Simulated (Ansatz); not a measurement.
**WC+ (doublet): the correlation ladder, def2-SVP**

One table from this session's results is given with a row withheld; the runs are named, their logs left out.

Method: def2-SVP, core rule «outside noble gas», up to 5 orbitals frozen; program: Ansatz 0.2.0, Gaussian basis.

Plan: UHF; CCSD(T) on ROHF; CCSD(T) on UHF; CISD as a restricted active space (open shells left free, so some higher excitations enter); CCSDT(Q) on ROHF; CCSDT(Q) on UHF.

19 further runs of the same task are left out: 5 for a known fault of the program, 8 that didn't finish, 6 set aside as unsound or not needed. Runs told in other sessions of the task aren't counted.

### The system

The geometry is a PBE0/def2-TZVP stationary point (not a proven minimum) of the parent state, kept for this charge and spin. No spin-orbit coupling is included. Elements past krypton take def2 core potentials.

2 atoms, charge 1, spin multiplicity 2.

Atoms are counted from 1 here; the program's logs count them from 0.

Bond lengths: W1–C2 1.724 Å.

The first run:

Contents of in.yaml:

```yaml
crystal:
  periodic: [false, false, false]
  atoms:
    - {symbol: W, position_ang: [0.000000, 0.000000, 0.000000]}
    - {symbol: C, position_ang: [0.000000, 0.000000, 1.723600]}
basis:
  gaussian: {orbitals: def2-SVP}
total_charge: 1
magnetization: {spin_polarized: true, initial_magnetization: 1}
hamiltonian: {xc: hf}
output: {orbitals: {seedname: orbitals}}
```

Command:

```sh
ansatz run in.yaml --threads 1 --pin off --events-out ev --progress --plain --max-ram 2393MiB
```

Steps of the session up to this table: UHF; CCSD(T) on ROHF; CCSD(T) on UHF; CISD as a restricted active space (open shells left free, so some higher excitations enter); CCSDT(Q) on ROHF; CCSDT(Q) on UHF.

One of the session's tables, all rows but one given; the rest of the session is left out.

| method | from RCCSDT(Q) (meV) |
| --- | --- |
| ROHF | +8429.1 |
| UHF | +6390.7 |
| RMP2 | +163.2 |
| UMP2 | +1829.0 |
| RCCSD | +739.0 |
| UCCSD | +548.8 |
| RCCSD(T) | +204.5 |
| UCCSD(T) | +195.2 |
| RCCSDT | ? |
| UCCSDT | +97.6 |
| RCCSDT(Q) | 0 |
| UCCSDT(Q) | +16.0 |

Estimate the missing values for RCCSDT.

The run gave: from RCCSDT(Q) (meV): +169.6. In the column «from RCCSDT(Q) (meV)» it lies between RMP2 (+163.2) and UCCSD(T) (+195.2).

Not comparable, so not listed: CISD as a restricted active space (open shells left free, so some higher excitations enter) (they don't share determinant, frozen orbitals or solution with the rows shown, or repeat one).

The program flags RCCSD(T) as in doubt (see the logs), so read those rows with care; the flags are large difference.

To keep in mind: The determinant of HF (⟨S²⟩ 2.60) is far from a pure spin state, so its energy mixes those of several spin states; that is harmless only where they are near-degenerate. The determinant of CCSD(T) (⟨S²⟩ 2.60) is far from a pure spin state, so its energy mixes those of several spin states; high orders of coupled cluster remove much of that, low ones don't. The determinant of CCSDT(Q) (⟨S²⟩ 2.60) is far from a pure spin state, so its energy mixes those of several spin states; high orders of coupled cluster remove much of that, low ones don't. The program flags RCCSD(T) as in doubt, so read those rows with care; the flags are large difference. Warnings: spin contamination; large T1 diagnostic. Restricted and unrestricted rows rest on different reference determinants; a gap between their highest levels can come from leftover correlation error, from unlike frozen cores or from another state.
